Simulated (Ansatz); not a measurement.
# CH₆BFGeSi: how energies converge with the basis set

An exercise on one series of results from a longer session: the logs are not shown, and one member is left open.

The runs use Ansatz 0.2.0, Gaussian basis; one geometry, several basis sets.

Levels to be run: PBE0-D4/def2-SVP; ωB97M-V/def2-SVP; PBE0-D4/def2-QZVPP; ωB97M-V/def2-QZVPP; the functionals' def2-TZVPP values are taken from earlier runs.

## The geometry

All runs share one geometry, relaxed beforehand with PBE0-D4 in a triple-zeta def2 set.

SMILES `[F][Ge]1([SiH3])[BH][CH2]1`, 11 atoms, charge 0, spin multiplicity 1.

Atoms are counted from 1 here; the program's logs count them from 0.

Bond lengths: F1–Ge2 1.753 Å, Ge2–Si3 2.395 Å, Ge2–B4 1.970 Å, Ge2–C5 2.367 Å, Si3–H6 1.484 Å, Si3–H7 1.485 Å, Si3–H8 1.484 Å, B4–C5 1.456 Å, B4–H9 1.186 Å, C5–H10 1.092 Å, C5–H11 1.090 Å. Angles: F1–Ge2–Si3 102.5°, F1–Ge2–B4 118.0°, F1–Ge2–C5 128.4°, Si3–Ge2–B4 133.4°, Si3–Ge2–C5 98.9°, B4–Ge2–C5 37.9°, Ge2–Si3–H6 107.7°, Ge2–Si3–H7 108.7°, Ge2–Si3–H8 109.8°, H6–Si3–H7 109.9°, H6–Si3–H8 110.0°, H7–Si3–H8 110.6°, Ge2–B4–C5 86.0°, Ge2–B4–H9 129.9°, C5–B4–H9 135.0°, Ge2–C5–B4 56.1°, Ge2–C5–H10 80.8°, Ge2–C5–H11 147.2° and more.

The first run:

in.yaml

```yaml
crystal:
  periodic: [false, false, false]
  atoms:
    - {symbol: F, position_ang: [-2.098743, -1.279574, 0.590377]}
    - {symbol: Ge, position_ang: [-0.903599, -0.000264, 0.496663]}
    - {symbol: Si, position_ang: [1.074659, -1.080471, 1.306776]}
    - {symbol: B, position_ang: [-1.218420, 1.466843, -0.779727]}
    - {symbol: C, position_ang: [0.005552, 1.025530, -1.432548]}
    - {symbol: H, position_ang: [0.852686, -1.416367, 2.735259]}
    - {symbol: H, position_ang: [2.217458, -0.140971, 1.179695]}
    - {symbol: H, position_ang: [1.327194, -2.317400, 0.527165]}
    - {symbol: H, position_ang: [-2.237601, 1.948550, -1.147407]}
    - {symbol: H, position_ang: [0.933485, 0.731780, -0.938336]}
    - {symbol: H, position_ang: [0.112528, 1.005444, -2.517417]}
basis:
  gaussian: {orbitals: def2-SVP}
hamiltonian: {xc: pbe0, dispersion: d4}
output: {orbitals: {seedname: orbitals}}
```

On the command line:

```sh
$ ansatz run in.yaml --threads 4 --pin off --events-out ev --progress --plain --max-ram 10444MiB
```

Among the steps run: PBE0-D4 in def2-SVP; ωB97M-V in def2-SVP; PBE0-D4 in def2-QZVPP; ωB97M-V in def2-QZVPP.

One of the session's tables, all rows but one given; the rest of the session is left out.

It belongs to the step «Density functionals: the series». 

| functional | basis | HOMO (eV) | LUMO (eV) |
| --- | --- | --- | --- |
| PBE0-D4 | def2-SVP | -7.03 | -1.72 |
| PBE0-D4 | def2-TZVPP | -7.07 | -1.81 |
| PBE0-D4 | def2-QZVPP | -7.09 | -1.85 |
| ωB97M-V | def2-SVP | -9.01 | 0.17 |
| ωB97M-V | def2-TZVPP | -9.07 | 0.03 |
| ωB97M-V | def2-QZVPP | ? | ? |

Estimate the missing values for ωB97M-V, def2-QZVPP.

**Answer.** HOMO (eV): -9.09; LUMO (eV): -0.06. In the column «HOMO (eV)» it is the lowest.
